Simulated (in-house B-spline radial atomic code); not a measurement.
# Pm⁺: excited configurations

How much energy does it take to promote electrons of Pm⁺ to other shells? Each configuration is solved by itself and compared with the reference.

Method: scalar-relativistic (spin-free one-electron X2C) B3LYP, spin-polarised, spherical density, exact exchange averaged over the configuration, Fermi nucleus, basis-set limit. Code: in-house B-spline radial atomic code version 1.

### Step 1. What is computed

| Property | Result |
| --- | --- |
| element | promethium (Z = 61) |
| charge | +1 |
| electrons | 60 |
| configuration | [Xe] 4f5 6s1 |
| Hamiltonian | scalar-relativistic (X2C) |
| nucleus | Fermi, rms radius 4.962 fm |

Outer shells as boxes (Hund's rule):

[Xe] 4f5 6s1
```
[Xe] core
4f [↑ ][↑ ][↑ ][↑ ][↑ ][  ][  ]
6s [↑ ]
```

Where spins are not typed, each open shell is filled with up spins first.

### Step 2. The reference configuration

The run's settings:

```ini
Z = 61
electrons = 60.0
configuration = [Xe] 4f5 6s1
hamiltonian = x2c
method = b3lyp
spin_polarised = True
nucleus = fermi
rms_radius = 4.961999461404065
mass_number = 145
atomic_mass = 144.912755748
speed_of_light = 137.035999084
exact_exchange = averaged over the configuration
```

On the command line:

```
$ python run_scf.py task.json out
```

The settings of every run stand in task.json; they run in order.

### Step 3. [Kr] 4d10 4f5 5s2 5p5 5d1 6s1

Settings: those of step 2 with these lines changed.

```diff
@@ -2,3 +2,3 @@
 electrons = 60.0
-configuration = [Xe] 4f5 6s1
+configuration = [Kr] 4d10 4f5 5s2 5p5 5d1 6s1
 hamiltonian = x2c
```

### Step 4. Configuration [Xe] 4f4 6s2

Settings: those of step 3 with these lines changed.

```diff
@@ -2,3 +2,3 @@
 electrons = 60.0
-configuration = [Kr] 4d10 4f5 5s2 5p5 5d1 6s1
+configuration = [Xe] 4f4 6s2
 hamiltonian = x2c
```

### Step 5. Configuration [Xe] 4f4 6s1 6f1

Settings: those of step 4 with these lines changed.

```diff
@@ -2,3 +2,3 @@
 electrons = 60.0
-configuration = [Xe] 4f4 6s2
+configuration = [Xe] 4f4 6s1 6f1
 hamiltonian = x2c
```

### Step 6. Configuration [Xe] 4f5 5d1

Settings: those of step 5 with these lines changed.

```diff
@@ -2,3 +2,3 @@
 electrons = 60.0
-configuration = [Xe] 4f4 6s1 6f1
+configuration = [Xe] 4f5 5d1
 hamiltonian = x2c
```

### Step 7. Run with [Kr] 4d9 4f5 5s2 5p6 6s1 6p1

Settings: those of step 6 with these lines changed.

```diff
@@ -2,3 +2,3 @@
 electrons = 60.0
-configuration = [Xe] 4f5 5d1
+configuration = [Kr] 4d9 4f5 5s2 5p6 6s1 6p1
 hamiltonian = x2c
```

### Step 8. Configuration [Xe] 4f5 7p1

Settings: those of step 7 with these lines changed.

```diff
@@ -2,3 +2,3 @@
 electrons = 60.0
-configuration = [Kr] 4d9 4f5 5s2 5p6 6s1 6p1
+configuration = [Xe] 4f5 7p1
 hamiltonian = x2c
```

Before running: How far above the reference does each configuration lie (order and size, in eV)?

As calculated:

| net move | configuration | 2|M_S|+1 | energy above the reference (eV) | largest <r> (bohr) |
| --- | --- | --- | --- | --- |
| 6s → 5d | [Xe] 4f5 5d1 | 7 | 1.154 | 2.95 |
| 4f → 6s | [Xe] 4f4 6s2 | 5 | 3.696 | 3.73 |
| 6s → 7p | [Xe] 4f5 7p1 | 7 | 6.810 | 9.42 |
| 4f → 6f | [Xe] 4f4 6s1 6f1 | 7 | 13.476 | 13.4 |
| 5p → 5d | [Kr] 4d10 4f5 5s2 5p5 5d1 6s1 | 9 | 19.835 | 3.79 |
| 4d → 6p | [Kr] 4d9 4f5 5s2 5p6 6s1 6p1 | 9 | 124.78 | 4.41 |

What this shows: The lowest of them is 6s → 5d at 1.154 eV and the highest 4d → 6p at 124.78 eV. 2 of them lie more than 60 % above minus the reference's highest level (9.129 eV), in the range where a state can decay by emitting an electron. Two partly filled shells share a symmetry and can mix in the average, which may lower the energy, for: 4f → 6f. The reference has 2|M_S|+1 = 7; 3 of the configurations differ from it in spin. These are spherical averages at the typed spins, not spectroscopic levels.
